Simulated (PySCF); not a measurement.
# C₇H₁₂N₂Si (triplet): open-shell or spin-flip excitations

Wanted: open-shell or spin-flip excitations for C₇H₁₂N₂Si (triplet) (`C=Nc1cccn1[SiH2]CC`).

Computed with PySCF 2.14.0 and routines of our own; the level stands in each step. Atoms count from 0.

## Step 1: The system as given

22 atoms, charge 0, multiplicity 3; geometry from: GFN2-xTB.

## Step 2: Open-shell or spin-flip excitations: unrestricted TDDFT PBE0/def2-SVP

Job settings and geometry (Å):

```
{"job": {"kind": "uabs", "xc": "PBE0", "basis": "def2-SVP", "nstates": 10, "tda": false}, "charge": 0, "multiplicity": 3}
C     -3.021088    -1.965832     0.452899
N     -1.904586    -1.222383     0.263818
C     -1.798647     0.019163    -0.092596
C     -2.706634     1.057342    -0.424914
C     -1.933828     2.171712    -0.719841
C     -0.601243     1.815316    -0.571010
N     -0.514863     0.520947    -0.193959
Si     0.772802    -0.618599     0.167659
C      2.400756     0.341758    -0.057062
C      3.610006    -0.546475     0.209318
H     -3.217859    -2.733023    -0.281383
H     -3.262755    -2.212151     1.476520
H     -3.774239     0.967686    -0.438289
H     -2.291368     3.141056    -1.012064
H      0.278492     2.411770    -0.714325
H      0.683898    -1.704715    -0.805493
H      0.614205    -1.042388     1.556955
H      2.477517     0.741930    -1.070457
H      2.440026     1.198652     0.619026
H      3.618555    -1.392423    -0.473024
H      4.539478     0.005685     0.082161
H      3.580964    -0.935643     1.223644
```

Method: unrestricted TDDFT PBE0/def2-SVP, vertical, gas phase, core orbitals frozen in the response.

Started as:

```
$ OMP_NUM_THREADS=1 python excited_run.py task.json out
```

The driver reads the jobs from task.json and runs them one after another.

What it wrote:

```text
coarse grid: 18792 points
cycle   1  E = -671.8002292160  dE =  1.516e+00  |g| = 3.181e-01  |ddm| = 3.623e+00
cycle   2  E = -671.7859273354  dE =  1.430e-02  |g| = 3.816e-01  |ddm| = 7.545e-01
cycle   3  E = -671.8585513988  dE = -7.262e-02  |g| = 7.774e-02  |ddm| = 4.455e-01
cycle   4  E = -671.8609982356  dE = -2.447e-03  |g| = 4.496e-02  |ddm| = 1.124e-01
cycle   5  E = -671.8620956927  dE = -1.097e-03  |g| = 1.159e-02  |ddm| = 6.071e-02
cycle   6  E = -671.8622111109  dE = -1.154e-04  |g| = 8.015e-03  |ddm| = 2.346e-02
cycle   7  E = -671.8622667773  dE = -5.567e-05  |g| = 3.649e-03  |ddm| = 1.450e-02
cycle   8  E = -671.8622808584  dE = -1.408e-05  |g| = 1.763e-03  |ddm| = 8.317e-03
cycle   9  E = -671.8622835191  dE = -2.661e-06  |g| = 4.584e-04  |ddm| = 3.482e-03
final grid: 176832 points
cycle  10  E = -671.9467473090  dE = -4.191e-05  |g| = 5.558e-03  |ddm| = 2.640e-02
cycle  11  E = -671.9467446264  dE =  2.683e-06  |g| = 6.157e-03  |ddm| = 1.244e-02
cycle  12  E = -671.9467639230  dE = -1.930e-05  |g| = 5.959e-04  |ddm| = 6.379e-03
cycle  13  E = -671.9467640816  dE = -1.586e-07  |g| = 2.293e-04  |ddm| = 7.816e-04
cycle  14  E = -671.9467641081  dE = -2.643e-08  |g| = 7.587e-05  |ddm| = 3.096e-04
cycle  15  E = -671.9467641137  dE = -5.610e-09  |g| = 3.528e-05  |ddm| = 1.501e-04
cycle  16  E = -671.9467641157  dE = -1.989e-09  |g| = 1.521e-05  |ddm| = 9.243e-05
cycle  17  E = -671.9467641162  dE = -5.468e-10  |g| = 9.178e-06  |ddm| = 6.279e-05
converged SCF energy = -671.9467641162

Static polarisability (au): isotropic 114.187, principal 71.488 123.907 147.164

<S^2> of the reference = 2.0270 (exact 2.0000)

Excitations
state   eV       nm        f      <S^2>   main configurations
  1   3.2838    377.6   0.01087   2.074   Hb->Lb 0.95
  2   3.6053    343.9   0.05811   2.041   H-1b->Lb 0.72, H-1a->La 0.21
  3   3.6589    338.9   0.00128   2.054   H-2b->Lb 0.88
  4   4.5582    272.0   0.00040   2.063   Ha->La 0.92
  5   4.7374    261.7   0.11960   2.279   H-1a->La 0.65, H-1b->Lb 0.17
  6   5.2831    234.7   0.00012   2.033   H-3b->Lb 0.92
  7   5.3206    233.0   0.03509   2.093   Ha->L+1a 0.88
  8   5.3694    230.9   0.00030   2.037   H-1b->L+1b 0.82, Hb->L+1b 0.16
  9   5.5462    223.5   0.00002   2.073   H-1a->L+1a 0.89, H-1a->L+2a 0.09
 10   5.5805    222.2   0.01572   2.087   Ha->L+2a 0.80
```

Wall time 3.4 min (1 thread of Arm Neoverse N1, shared host); peak memory 0.87 GiB.

From this job:

| quantity | value |
| --- | --- |
| ⟨S²⟩ | 2.027 |

Löwdin spin populations:

C0 0.78; N1 0.56; C2 -0.01; C3 0.30; C4 -0.05; C5 0.30; N6 0.04; Si7 0.02; C8 0.00; C9 0.00; H10 0.03; H11 0.03; H12 0.00; H13 0.00; H14 0.00; H15 0.00; H16 0.00; H17 0.00; H18 0.00; H19 0.00; H20 0.00; H21 0.00

## Step 3: Open-shell or spin-flip excitations: unrestricted TDA HCTH407/def2-SVP in water

The job, as its differences from that of step 2:

```diff
@@ -1,2 +1,2 @@
-{"job": {"kind": "uabs", "xc": "PBE0", "basis": "def2-SVP", "nstates": 10, "tda": false}, "charge": 0, "multiplicity": 3}
+{"job": {"kind": "uabs", "xc": "HCTH407", "basis": "def2-SVP", "nstates": 2, "tda": true, "solvent": "water", "scf": {"guess": "huckel", "fallback": true}, "grid": 4}, "charge": 0, "multiplicity": 3}
 C     -3.021088    -1.965832     0.452899
```

Level: unrestricted TDA HCTH407/def2-SVP, vertical, IEF-PCM water (non-equilibrium linear response), core orbitals frozen in the response.

What it wrote:

```text
final grid: 473424 points
cycle   1  E = -666.7716560184  dE =  1.599e+00  |g| = 3.105e+00  |ddm| = 5.122e+00
cycle   2  E = -646.8482841597  dE =  1.992e+01  |g| = 5.339e+00  |ddm| = 2.028e+01
cycle   3  E = -670.8241371795  dE = -2.398e+01  |g| = 1.466e+00  |ddm| = 2.002e+01
cycle   4  E = -670.8763250751  dE = -5.219e-02  |g| = 1.524e+00  |ddm| = 3.156e+00
cycle   5  E = -672.4357003485  dE = -1.559e+00  |g| = 3.958e-01  |ddm| = 1.918e+00
cycle   6  E = -672.4527590112  dE = -1.706e-02  |g| = 3.754e-01  |ddm| = 8.163e-01
cycle   7  E = -672.5195586598  dE = -6.680e-02  |g| = 6.841e-02  |ddm| = 3.591e-01
cycle   8  E = -672.5216475662  dE = -2.089e-03  |g| = 3.518e-02  |ddm| = 9.439e-02
cycle   9  E = -672.5221925067  dE = -5.449e-04  |g| = 1.623e-02  |ddm| = 4.840e-02
cycle  10  E = -672.5223357730  dE = -1.433e-04  |g| = 6.634e-03  |ddm| = 2.651e-02
cycle  11  E = -672.5223601974  dE = -2.442e-05  |g| = 2.425e-03  |ddm| = 9.576e-03
cycle  12  E = -672.5223636155  dE = -3.418e-06  |g| = 1.136e-03  |ddm| = 3.972e-03
cycle  13  E = -672.5223642306  dE = -6.151e-07  |g| = 5.723e-04  |ddm| = 1.669e-03
cycle  14  E = -672.5223644074  dE = -1.768e-07  |g| = 2.476e-04  |ddm| = 8.179e-04
cycle  15  E = -672.5223644219  dE = -1.453e-08  |g| = 2.353e-04  |ddm| = 5.361e-04
cycle  16  E = -672.5223644503  dE = -2.831e-08  |g| = 5.227e-05  |ddm| = 2.738e-04
cycle  17  E = -672.5223644518  dE = -1.508e-09  |g| = 1.887e-05  |ddm| = 7.616e-05
cycle  18  E = -672.5223644519  dE = -1.532e-10  |g| = 1.354e-05  |ddm| = 3.401e-05
converged SCF energy = -672.5223644519

Static polarisability (au): isotropic 160.519, principal 99.310 165.612 216.634

<S^2> of the reference = 2.0114 (exact 2.0000)

Excitations
state   eV       nm        f      <S^2>   main configurations
  1   3.0073    412.3   0.01024   2.028   Hb->Lb 0.96
  2   3.4577    358.6   0.00016   2.015   H-2b->Lb 0.88, Ha->La 0.11
```

Run time: 3.6 min. Hardware: 1 thread of Arm Neoverse N1, shared host; peak memory 0.95 GiB.

Key values:

| quantity | value |
| --- | --- |
| ⟨S²⟩ | 2.011 |

## Step 4: Results

| quantity | value |
| --- | --- |
| lowest and brightest state of nearly pure spin, of 10 (step 2, unrestricted TDDFT PBE0/def2-SVP) | 3.28 eV; 3.61 eV, f = 0.058 |
| lowest and brightest state of nearly pure spin, of 2 (step 3, unrestricted TDA HCTH407/def2-SVP in water) | 3.01 eV; 3.01 eV, f = 0.010 |

What this shows: States whose ⟨S²⟩ lies well above the reference's are mixtures of spin states, an artefact of the unrestricted response, and are left out of the summary. The lowest state of nearly pure spin runs from 3.01 to 3.28 eV over the runs.
